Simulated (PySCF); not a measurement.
**BiF (triplet): changing the method**

Aim: see what other levels and later steps give for BiF (triplet).

Method: each script names its method and basis; program: PySCF 2.14.0.

1 further run of the same task is left out (it didn't finish).

## 1. The starting structure

BiF (triplet): 2 atoms, charge 0, spin multiplicity 3.

Bond lengths: Bi1–F2 1.868 Å.

## 2. The run that the others are compared with

File input.py:

```python
from pyscf import gto, scf, tdscf

mol = gto.M(
    atom='Bi 0 0 0; F 0 0 1.868',
    basis='crenbl',
    ecp={'Bi': 'crenbl', 'F': 'crenbl'},
    charge=0,
    spin=2,
    verbose=4,
)
mf = scf.UHF(mol)
mf.kernel()
td = tdscf.TDA(mf)
td.nstates = 3
td.kernel()
td.analyze(verbose=3)
mf.dip_moment()
print('orbital energies (hartree):', [e[max(0, n-3):n+3].round(4) for e, n in zip(mf.mo_energy, mol.nelec)])
```

On the command line:

```sh
> python input.py
```

## 3. Hse06 (UKS)

Run 1 changes functional: none (Hartree–Fock) → hse06; SCF type: UHF → UKS; step after the SCF: tda → analyze.

Changes to input.py since step 2:

```diff
@@ -1,2 +1,2 @@
-from pyscf import gto, scf, tdscf
+from pyscf import gto, dft
 
@@ -10,8 +10,5 @@
 )
-mf = scf.UHF(mol)
+mf = dft.UKS(mol, xc='hse06')
 mf.kernel()
-td = tdscf.TDA(mf)
-td.nstates = 3
-td.kernel()
-td.analyze(verbose=3)
+mf.mulliken_pop()
 mf.dip_moment()
```

## 4. MP2

Run 2 changes step after the SCF: tda → mp2.

Changes to input.py since step 2:

```diff
@@ -1,2 +1,2 @@
-from pyscf import gto, scf, tdscf
+from pyscf import gto, scf, mp
 
@@ -12,6 +12,3 @@
 mf.kernel()
-td = tdscf.TDA(mf)
-td.nstates = 3
-td.kernel()
-td.analyze(verbose=3)
+mp.MP2(mf).kernel()
 mf.dip_moment()
```

## 5. Gradient

Run 3 changes step after the SCF: tda → gradient.

Changes to input.py since step 2:

```diff
@@ -1,2 +1,2 @@
-from pyscf import gto, scf, tdscf
+from pyscf import gto, scf
 
@@ -12,6 +12,3 @@
 mf.kernel()
-td = tdscf.TDA(mf)
-td.nstates = 3
-td.kernel()
-td.analyze(verbose=3)
+mf.nuc_grad_method().kernel()
 mf.dip_moment()
```

## 6. ROHF

Run 4 changes SCF type: UHF → ROHF.

Changes to input.py since step 2:

```diff
@@ -10,3 +10,3 @@
 )
-mf = scf.UHF(mol)
+mf = scf.ROHF(mol)
 mf.kernel()
@@ -17,2 +17,2 @@
 mf.dip_moment()
-print('orbital energies (hartree):', [e[max(0, n-3):n+3].round(4) for e, n in zip(mf.mo_energy, mol.nelec)])
+print('orbital energies (hartree):', mf.mo_energy[..., max(0, mol.nelec[1]-3):mol.nelec[0]+3].round(4))
```

## 7. SCF alone

Run 5 changes step after the SCF: tda → none.

Changes to input.py since step 2:

```diff
@@ -1,2 +1,2 @@
-from pyscf import gto, scf, tdscf
+from pyscf import gto, scf
 
@@ -12,6 +12,2 @@
 mf.kernel()
-td = tdscf.TDA(mf)
-td.nstates = 3
-td.kernel()
-td.analyze(verbose=3)
 mf.dip_moment()
```

What does the calculation give? Wanted: for each run, E(SCF); from base; gap, α spin; SCF dipole; after the SCF.

**Answer**, as computed:

| run | E(SCF) (hartree) | from base (eV) | cycles | gap, α spin (eV) | SCF dipole (D) | after the SCF |
| --- | --- | --- | --- | --- | --- | --- |
| base | -94.259401 | 0 | 12 | 10.50 | 2.50 | lowest root found 3.73 eV |
| hse06 (UKS) | -96.074802 | not comparable | 9 | 3.85 | 2.12 | n/a |
| MP2 | -94.259401 | 0.0000 | 12 | 10.50 | 2.50 | MP2 correlation -8.945 eV |
| gradient | -94.259401 | 0.0000 | 12 | 10.50 | 2.50 | n/a |
| ROHF | -94.254526 | +0.1327 | 9 | n/a | 2.49 | lowest root found 3.66 eV |
| SCF alone | -94.259401 | 0.0000 | 12 | 10.50 | 2.50 | n/a |

**Reading.** Total energies of different functionals can't be compared with each other; differences within one functional can.
